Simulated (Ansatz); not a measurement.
# NbRe3: the cost of one run

Program: Ansatz 0.2.0. Level of theory: DFT PBE, scalar-relativistic, plane waves, PAW. These are calculated values, not measurements.

1 further run of the same task is left out (it didn't finish).

## 1. The system as given

The structure is hexagonal, space group P6_3/mmc (No. 194). The conventional cell has a = 5.561 Å, b = 5.561 Å, c = 4.464 Å, α = 90.00°, β = 90.00°, γ = 120.00°. Around Nb (site symmetry -6m2) lie 12 Re at 2.75 to 2.78 Å. Re (site symmetry mm2) is surrounded by 4 Nb at 2.75 to 2.78 Å and 8 Re at 2.75 to 2.79 Å.

Structure file:

```
CELL_PARAMETERS angstrom
5.56134 0.00000 0.00000
-2.78067 4.81626 0.00000
0.00000 0.00000 4.46384
ATOMIC_POSITIONS crystal
Nb 0.33333 0.66667 0.25000
Nb 0.66667 0.33333 0.75000
Re 0.83300 0.66600 0.25000
Re 0.16700 0.83300 0.75000
Re 0.33400 0.16700 0.25000
Re 0.16700 0.33400 0.75000
Re 0.83300 0.16700 0.25000
Re 0.66600 0.83300 0.75000
```

This is candidate A: Ni3Sn (D0_19) type (P6_3/mmc, No. 194).

(A quick probe on a coarse mesh, which set the mesh and smearing, is not shown.)

## 3. Rough relaxation on the coarse mesh (candidate A)

File input.yaml:

```yaml
crystal:
  lattice:
    - [5.5613420955, 0.0, 0.0]
    - [-2.7806710477, 4.8162635338, 0.0]
    - [0.0, 0.0, 4.463835104]
  atoms:
    - { symbol: Nb, position: [0.3333333333, 0.6666666667, 0.25] }
    - { symbol: Nb, position: [0.6666666667, 0.3333333333, 0.75] }
    - { symbol: Re, position: [0.833, 0.666, 0.25] }
    - { symbol: Re, position: [0.167, 0.833, 0.75] }
    - { symbol: Re, position: [0.334, 0.167, 0.25] }
    - { symbol: Re, position: [0.167, 0.334, 0.75] }
    - { symbol: Re, position: [0.833, 0.167, 0.25] }
    - { symbol: Re, position: [0.666, 0.833, 0.75] }
basis:
  ecutwfc: 420
kpoints:
  mp_grid: { grid: [6, 6, 4] }
hamiltonian:
  xc: pbe
scf:
  occupations: { method: gaussian, width: 0.1 }
  lower_state_search: "off"
output:
  forces: true
  stress: true
  eigenvalues: true
relax:
  adjacent_minimum: "off"
  f_tol: 0.04
  max_steps: 70
  cell: { stress_tol: 0.4 }
```

Started as:

```sh
$ ansatz run input.yaml --threads 1 --pin off --max-ram 2560MiB --backend cpu --events-out ev --progress --plain --runs-dir out
```

Q: Estimate wall time and peak memory on 1 thread of Intel Xeon 6975P-C (Granite Rapids), shared host.

About 32 s, with a peak of 0.54 GiB.
